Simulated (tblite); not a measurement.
# C4H11NO2Si2: the cost of one run

Programs: tblite 0.8.0 and PySCF 2.14.0, with density-fitted response routines of our own. Each step states its level of theory. These are calculated values for one molecule in the gas phase, unless marked as measured. Atoms count from 0, in the outputs and in this text.

### Step 1. The starting structure

20 atoms, charge 0, multiplicity 1; geometry from: force field or distance geometry start.

Bonds of the start (Å): C0–C1 1.32, C1–Si2 1.86, Si2–O3 1.68, O3–C4 1.42, Si2–Si5 2.31, Si5–C6 1.89, C6–N7 1.37, C6–O8 1.22, C0–H9 1.09, C0–H10 1.09, C1–H11 1.09, Si2–H12 1.50, C4–H13 1.10, C4–H14 1.09, C4–H15 1.10, Si5–H16 1.49, Si5–H17 1.50, N7–H18 1.01, N7–H19 1.01.

### Step 2. Relaxing the molecule with GFN2-xTB

What the job is given:

```
{"job": {"kind": "relax", "xc": "GFN2-xTB", "basis": "xTB"}, "charge": 0, "multiplicity": 1}
C     -1.192700     1.975200    -1.251600
C     -0.785700     1.456700    -0.102400
Si    -0.686100    -0.344500     0.331400
O     -1.681600    -1.236700    -0.688800
C     -3.075000    -1.277200    -0.400200
Si     1.489900    -1.090000     0.170300
C      2.571000     0.047400     1.226200
N      3.829000     0.404600     0.810000
O      2.120000     0.431900     2.298100
H     -1.219900     3.053600    -1.391300
H     -1.548100     1.361200    -2.080400
H     -0.453800     2.101200     0.712100
H     -1.212000    -0.517300     1.721300
H     -3.512500    -0.275800    -0.472400
H     -3.556800    -1.894000    -1.163600
H     -3.278600    -1.718400     0.585900
H      1.973200    -1.041800    -1.242300
H      1.610800    -2.521600     0.604000
H      4.223500     0.091500    -0.063600
H      4.380200     1.004800     1.409000
```

Launch:

```
OMP_NUM_THREADS=1 python probes_run.py task.json out
```

The driver reads the jobs from task.json and runs them one after another.

**Question.** How long does this first job take on 1 thread of Arm Neoverse V1, shared host?

About 1.2 s.
